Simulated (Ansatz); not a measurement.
# SiN2H6 + HF + HF: a complex and its separated parts

The complex below is one end of an elementary step. How strongly is it bound against its free parts?

Computed with Ansatz 0.2.0, Gaussian basis. Level: PBE0-D4/def2-TZVP structures, single points in def2-TZVPP, no counterpoise correction.

Levels: SPW92, PBE-D4, BLYP-D4, r2SCAN-D4, B97M-V, PBE0-D4, B3LYP-D4, r2SCAN0-D4, BHLYP-D4, CAM-B3LYP-D4, wB97X-V, wB97M-V, B2PLYP, PBE-QIDH, RPA on PBE, Hartree-Fock, MP2, CCSD, CCSD(T).

Cores are frozen in the correlated methods. B3LYP uses VWN-RPA correlation. B2PLYP carries no dispersion term here.

113 further runs of the same task are left out: 113 set aside as unsound or not needed.

### Step 1. The system as given

The complex: 13 atoms, charge 0, spin multiplicity 1.

Atoms are counted from 1 here; the program's logs count them from 0.

Bond lengths: Si1–N2 1.779 Å, Si1–H3 1.486 Å, Si1–H4 1.485 Å, Si1–N5 1.688 Å, N2–H10 1.015 Å, N2–H11 1.015 Å, N5–H12 1.004 Å, N5–H13 1.012 Å, H6–F7 0.953 Å, H8–F9 1.017 Å. Angles: N2–Si1–H3 111.3°, N2–Si1–H4 102.0°, N2–Si1–N5 108.4°, H3–Si1–H4 110.4°, H3–Si1–N5 107.6°, H4–Si1–N5 117.1°, Si1–N2–H10 113.9°, Si1–N2–H11 113.5°, H10–N2–H11 108.0°, Si1–N5–H12 121.8°, Si1–N5–H13 122.5°, H12–N5–H13 113.8°.

Coordinates:

```mol
F2H8N2Si
  3D, bonds by distance, orders not assigned

 13 10  0  0  0  0  0  0  0  0999 V2000
   -0.9370   -0.0596   -0.8777 Si  0  0
   -0.3631   -1.3789    0.1689 N   0  0
   -1.4548   -0.5803   -2.1691 H   0  0
   -2.0426    0.5147   -0.0702 H   0  0
    0.3682    0.9528   -1.2233 N   0  0
    1.2342    1.0512    1.7557 H   0  0
    1.3924    1.9087    1.3722 F   0  0
    0.3483   -0.8124    1.3339 H   0  0
    0.8391   -0.3923    2.1196 F   0  0
   -1.1071   -1.9548    0.5493 H   0  0
    0.3080   -1.9910   -0.2832 H   0  0
    0.5864    1.2324   -2.1627 H   0  0
    0.8281    1.5095   -0.5135 H   0  0
  1  2  8  0
  1  3  8  0
  1  4  8  0
  1  5  8  0
  2 10  8  0
  2 11  8  0
  5 12  8  0
  5 13  8  0
  6  7  8  0
  8  9  8  0
M  END
```

Its parts: SiN2H6 holds atoms 1, 2, 3, 4, 5, 10, 11, 12, 13; HF holds atoms 6, 7; HF holds atoms 8, 9. Each part counts its atoms afresh in its own runs.

### Step 2. Relaxing SiN2H6 alone

The input, relax-a/in.yaml:

```yaml
crystal:
  periodic: [false, false, false]
  atoms:
    - {symbol: Si, position_ang: [-0.936978, -0.059636, -0.877663]}
    - {symbol: N, position_ang: [-0.363140, -1.378902, 0.168906]}
    - {symbol: H, position_ang: [-1.454820, -0.580264, -2.169079]}
    - {symbol: H, position_ang: [-2.042583, 0.514659, -0.070154]}
    - {symbol: N, position_ang: [0.368245, 0.952813, -1.223306]}
    - {symbol: H, position_ang: [-1.107101, -1.954811, 0.549294]}
    - {symbol: H, position_ang: [0.307960, -1.991016, -0.283154]}
    - {symbol: H, position_ang: [0.586395, 1.232437, -2.162745]}
    - {symbol: H, position_ang: [0.828052, 1.509544, -0.513529]}
basis:
  gaussian: {orbitals: def2-TZVP}
hamiltonian: {xc: pbe0, dispersion: d4}
relax: {f_tol: 0.005, max_steps: 200}
```

Started as:

```
$ ansatz run in.yaml --threads 8 --pin off --events-out ev --progress --plain --max-ram 19148MiB
```

Further steps of the session: Relaxing HF alone; Relaxing HF alone; SPW92/def2-TZVPP; PBE-D4/def2-TZVPP; BLYP-D4/def2-TZVPP; r2SCAN-D4/def2-TZVPP; B97M-V/def2-TZVPP; PBE0-D4/def2-TZVPP; B3LYP-D4/def2-TZVPP; r2SCAN0-D4/def2-TZVPP; BHLYP-D4/def2-TZVPP; CAM-B3LYP-D4/def2-TZVPP; wB97X-V/def2-TZVPP; wB97M-V/def2-TZVPP; B2PLYP/def2-TZVPP; PBE-QIDH/def2-TZVPP; RPA on PBE/def2-TZVPP; CCSD(T)/def2-TZVPP; Vibrations of SiN2H6; Vibrations of HF; Vibrations of HF.

What does the calculation give? Wanted: complex less parts, CCSD(T)/def2-TZVPP; with zero-point energy; largest T1 diagnostic.

The runs gave:

| quantity | value |
| --- | --- |
| complex less parts, CCSD(T)/def2-TZVPP | -96.3 kJ/mol |
| with zero-point energy | -76.9 kJ/mol |
| largest T1 diagnostic | 0.010 |

What this shows: At CCSD(T) the complex lies 96.3 kJ/mol below its parts. B97M-V is the best functional here (-4.1 kJ/mol from CCSD(T)); SPW92 is the worst (-74.2 kJ/mol). Mean unsigned error by rung: LDA 74.2, GGA 23.6, meta-GGA 12.1, hybrid 12.9, range-separated hybrid 13.1, double hybrid 4.4 kJ/mol. PBE-D4 gives a relative energy 27.5 kJ/mol too low, outside chemical accuracy (1 kcal/mol, 4.2 kJ/mol). No counterpoise was applied, and triple zeta lacks some correlation, so the CCSD(T) reference has a basis error of its own, and close matches with it are partly luck.
